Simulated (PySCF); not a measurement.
# GeH6OSi: the cost of one run

Programs: PySCF 2.14.0. All values are calculated, for the isolated system unless a continuum is named. Atoms count from 0, parts from 1.

## 1. The system as given

Each species was relaxed by itself at PBE0-D3(BJ)/def2-SVPD.

## 2. Reaction energy: wB97M-D3(BJ)/def2-TZVPD

The job: settings as JSON, then the geometry in Å.

```
{"job": {"kind": "react", "xc": "wB97M-D3(BJ)", "basis": "def2-TZVPD"}, "charge": 0, "multiplicity": 1}
-1 GeH4O charge 0 multiplicity 1
Ge    -0.391700    -0.045840    -0.008100
O      1.289710     0.127720     0.594560
H     -0.803740     1.229240    -0.767600
H     -1.220970    -0.239540     1.263800
H     -0.484380    -1.268910    -0.939770
H      1.942620     0.257380    -0.098440

-1 H4Si charge 0 multiplicity 1
Si    -0.007230    -0.002660     0.000010
H     -0.232640    -1.053050    -1.034760
H     -0.702920     1.252720    -0.406050
H      1.455180     0.259690     0.131850
H     -0.548560    -0.469990     1.308990

+1 GeH6OSi charge 0 multiplicity 1
Ge    -1.328160     0.136840     0.789520
O     -0.284200    -0.232050    -0.613280
Si     1.364900    -0.165680    -0.833330
H     -0.913260    -0.779650     1.953860
H     -1.130810     1.616800     1.161910
H     -2.758640    -0.147770     0.319680
H      1.657040    -0.609280    -2.225040
H      2.063330    -1.061950     0.139930
H      1.868310     1.228680    -0.631710

+1 H2 charge 0 multiplicity 1
H      0.380200    -0.001590     0.008600
H     -0.380200     0.001590    -0.008600
```

Level: wB97M-D3(BJ)/def2-TZVPD reaction energy of separated species, gas phase.

Command:

```bash
OMP_NUM_THREADS=1 python cluster_run.py task.json out
```

This one command runs all jobs of the session in turn.

**Question.** How long does this first job take on 1 thread of Arm Neoverse N1, shared host, and how much memory does it need?

About 31 s, with a peak of 0.7 GiB.
